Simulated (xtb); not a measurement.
# GFN2-xTB run of SiH2SCl (SMILES S[SiH]Cl)

What is the electronic atomisation energy of SiH2SCl at GFN2-xTB? 

Program for the calculation: xtb 6.7.1.

7 further runs of the same task are left out: 7 set aside as unsound or not needed.

## (1) Starting point

The species is SiH2SCl (5 atoms), meant as a doublet with charge 0. SMILES: `S[SiH]Cl`. Geometry: relaxed at PBE0-D4/def2-TZVP. This is one conformer, not always the lowest.

Bond lengths: S1–Si2 2.132 Å, Si2–Cl3 2.053 Å, S1–H4 1.346 Å, Si2–H5 1.494 Å. Angles: S1–Si2–Cl3 106.0°, S1–Si2–H5 111.3°, Cl3–Si2–H5 107.7°, Si2–S1–H4 92.6°.

## (2) Energy and gradient at GFN2-xTB

Input file xtb.inp:

```
$chrg 0
$spin 1
$end
```

Input file struc.xyz:

```xyz
5
start
S     -1.48950000     0.14470000    -0.11040000
Si     0.63350000     0.08590000    -0.29640000
Cl     1.32410000     1.82680000     0.54550000
H     -1.63300000    -1.07700000    -0.65590000
H      1.21480000    -1.05390000     0.47580000
```

Command:

```console
$ xtb struc.xyz --grad -I xtb.inp --json | tee run.log
```

The log of the run:

```text
* xtb version 6.7.1
[...]
          :  # basis functions                  32          :
[...]
          :  # electrons                        19          :
[...]
          :  Hamiltonian                  GFN2-xTB          :
[...]
          :  net charge                          0          :
          :  unpaired electrons                  1          :
[...]
   *** convergence criteria satisfied after 15 iterations ***
[...]
         ::                     SUMMARY                     ::
         :::::::::::::::::::::::::::::::::::::::::::::::::::::
         :: total energy             -10.553290197142 Eh    ::
         :: gradient norm              0.029513000616 Eh/a0 ::
         :: HOMO-LUMO gap              3.119515012389 eV    ::
         ::.................................................::
         :: SCC energy               -10.583019546894 Eh    ::
         :: -> isotropic ES            0.020035686916 Eh    ::
         :: -> anisotropic ES         -0.003073644643 Eh    ::
         :: -> anisotropic XC         -0.000376830214 Eh    ::
         :: -> dispersion             -0.003588092389 Eh    ::
         :: repulsion energy           0.029729349752 Eh    ::
         :: add. restraining           0.000000000000 Eh    ::
         :: total charge               0.000000000000 e     ::
         :::::::::::::::::::::::::::::::::::::::::::::::::::::
[...]
        10        1.0000           -0.3267148              -8.8904 (HOMO)
        11                         -0.2120747              -5.7708 (LUMO)
[...]
          | TOTAL ENERGY              -10.553290197142 Eh   |
          | GRADIENT NORM               0.029513000616 Eh/α |
          | HOMO-LUMO GAP               3.119515012389 eV   |
           -------------------------------------------------
[...]
```

Standard error:

```text
normal termination of xtb
```

Run time: 0.038 s. Hardware: 1 thread of Intel Xeon Platinum 8488C (Sapphire Rapids), shared host.

## (3) The Cl atom: a single-point energy at GFN2-xTB

Input file mol.coord:

```
$coord
      0.000000000000      0.000000000000      0.000000000000  cl
$end
```

Run the same way, it converges to -4.48253 Eh (log not shown).

## (4) The H atom: a single-point energy at GFN2-xTB

Input file coord:

```
$coord angs
     0.0000000     0.0000000     0.0000000  H
$end
```

Run the same way, it converges to -0.39348 Eh (log not shown).

## (5) The S atom: the energy at GFN2-xTB

Input file .CHRG:

```
0
```

Input file .UHF:

```
2
```

Input file geom.xyz:

```xyz
1
start
S      0.000000     0.000000     0.000000
```

Command:

```console
$ xtb geom.xyz --scc > geom.out 2> xtb.err
```

The log of the run:

```text
* xtb version 6.7.1
[...]
          :  # basis functions                  10          :
[...]
          :  # electrons                         6          :
[...]
          :  Hamiltonian                  GFN2-xTB          :
[...]
          :  net charge                          0          :
          :  unpaired electrons                  2          :
[...]
   *** convergence criteria satisfied after 3 iterations ***
[...]
         ::                     SUMMARY                     ::
         :::::::::::::::::::::::::::::::::::::::::::::::::::::
         :: total energy              -3.146456870402 Eh    ::
         :: gradient norm              0.000000000000 Eh/a0 ::
         :: HOMO-LUMO gap             10.957412000000 eV    ::
         ::.................................................::
         :: SCC energy                -3.146456870402 Eh    ::
         :: -> isotropic ES            0.000000000000 Eh    ::
         :: -> anisotropic ES          0.000000000000 Eh    ::
         :: -> anisotropic XC          0.000000000000 Eh    ::
         :: -> dispersion              0.000000000000 Eh    ::
         :: repulsion energy           0.000000000000 Eh    ::
         :: add. restraining           0.000000000000 Eh    ::
         :: total charge               0.000000000000 e     ::
         :::::::::::::::::::::::::::::::::::::::::::::::::::::
[...]
         4        1.3333           -0.4181226             -11.3777 (HOMO)
         5                         -0.0154451              -0.4203 (LUMO)
[...]
          | TOTAL ENERGY               -3.146456870402 Eh   |
          | GRADIENT NORM               0.000000000000 Eh/α |
          | HOMO-LUMO GAP              10.957412000000 eV   |
           -------------------------------------------------
[...]
```

Standard error:

```text
normal termination of xtb
```

It took 0.034 s on 1 thread of Intel Xeon Platinum 8488C (Sapphire Rapids), shared host.

## (6) The Si atom: a single-point energy at GFN2-xTB

.CHRG is that of step 5.

.UHF is that of step 5.

Input file start.xyz:

```xyz
1

Si     0.00000     0.00000     0.00000
```

Command:

```console
$ xtb start.xyz --gfn 2 | tee run.log
```

The log of the run:

```text
* xtb version 6.7.1
[...]
          :  # basis functions                  10          :
[...]
          :  # electrons                         4          :
[...]
          :  Hamiltonian                  GFN2-xTB          :
[...]
          :  net charge                          0          :
          :  unpaired electrons                  2          :
[...]
   *** convergence criteria satisfied after 39 iterations ***
[...]
         ::                     SUMMARY                     ::
         :::::::::::::::::::::::::::::::::::::::::::::::::::::
         :: total energy              -1.569609938455 Eh    ::
         :: gradient norm              0.000000000000 Eh/a0 ::
         :: HOMO-LUMO gap              0.000000000414 eV    ::
         ::.................................................::
         :: SCC energy                -1.569609938455 Eh    ::
         :: -> isotropic ES           -0.004033935417 Eh    ::
         :: -> anisotropic ES          0.000000000000 Eh    ::
         :: -> anisotropic XC         -0.000000000000 Eh    ::
         :: -> dispersion              0.000000000000 Eh    ::
         :: repulsion energy           0.000000000000 Eh    ::
         :: add. restraining           0.000000000000 Eh    ::
         :: total charge               0.000000000000 e     ::
         :::::::::::::::::::::::::::::::::::::::::::::::::::::
[...]
         3        0.6667           -0.1778939              -4.8407 (HOMO)
         4        0.6667           -0.1778939              -4.8407 (LUMO)
[...]
          | TOTAL ENERGY               -1.569609938455 Eh   |
          | GRADIENT NORM               0.000000000000 Eh/α |
          | HOMO-LUMO GAP               0.000000000414 eV   |
           -------------------------------------------------
[...]
```

Standard error:

```text
normal termination of xtb
```

It took 0.034 s on 1 thread of Intel Xeon Platinum 8488C (Sapphire Rapids), shared host.

## (7) Summary of results

At GFN2-xTB:

| quantity | value |
| --- | --- |
| molecule: total energy | -10.55329 Eh |
| molecule: dipole moment | 2.50 D |
| molecule: HOMO energy (partly filled) | -8.89 eV |
| molecule: LUMO energy | -5.77 eV |
| molecule: dispersion energy | -9.42 kJ/mol |
| molecule: largest force on an atom | 1.052 eV/Å |
| molecule: mean polarisability (D4 model) | 70.8 bohr³ |
| Cl atom: total energy | -4.48253 Eh |
| Cl atom: dipole moment | 0.00 D |
| Cl atom: HOMO energy (partly filled) | -12.67 eV |
| Cl atom: LUMO energy | -0.24 eV |
| Cl atom: mean polarisability (D4 model) | 14.7 bohr³ |
| H atom: total energy | -0.39348 Eh |
| H atom: dipole moment | 0.00 D |
| H atom: HOMO energy (partly filled) | -10.71 eV |
| H atom: mean polarisability (D4 model) | 5.0 bohr³ |
| S atom: total energy | -3.14646 Eh |
| S atom: dipole moment | 0.00 D |
| S atom: HOMO energy (partly filled) | -11.38 eV |
| S atom: LUMO energy | -0.42 eV |
| S atom: mean polarisability (D4 model) | 19.6 bohr³ |
| Si atom: total energy | -1.56961 Eh |
| Si atom: dipole moment | 0.00 D |
| Si atom: HOMO energy (partly filled) | -4.84 eV |
| Si atom: LUMO energy | -4.84 eV |
| Si atom: mean polarisability (D4 model) | 38.9 bohr³ |
| electronic atomisation energy | 15.449 eV |

The method runs without spin polarisation, so open shells lack the exchange term that lowers high spin: such energies come out too high. The largest force (molecule) is 1.05 eV/Å: the shape isn't a stationary point for this species at this level. Taking the molecule apart into free atoms costs 15.45 eV (1491 kJ/mol), before zero-point energy and without spin-orbit coupling. Tight-binding and semi-empirical models aren't fitted to free atoms, so this value can be far from the true one.
